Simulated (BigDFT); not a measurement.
Runs of BigDFT 1.9.6 on CFH3. The cell holds a molecule in a box, 5 atoms: a = 12.000 Å, b = 11.000 Å, c = 11.000 Å, α = 90.00°, β = 90.00°, γ = 90.00°. 

| solvent permittivity | largest force (eV/Å) |
| --- | --- |
| 24.9 | 1.15 |
| 46.8 | (a) |
| 2.27 | 0.89 |
| 4.71 | 1.00 |
| - | (b) |
| 78.36 | 1.22 |
| 8.93 | 1.07 |

Alike in all rows: task single point; level PBE; potentials or basis GTH-PBE (C q4, F q7, H q1); no spin polarisation; cell as given; smearing fixed; grid spacing 0.27 bohr.

Question: Estimate the missing entries.

Answer: (a) 1.19; (b) 0.75.

Caveats: boundaries are free: the box only frames the coordinates; the noise in the forces, which the program reports and removes, is over 0.05 eV/Å, so forces are rough; the molecule sits in an implicit solvent (some runs).

Not every run made on this cell is shown here.
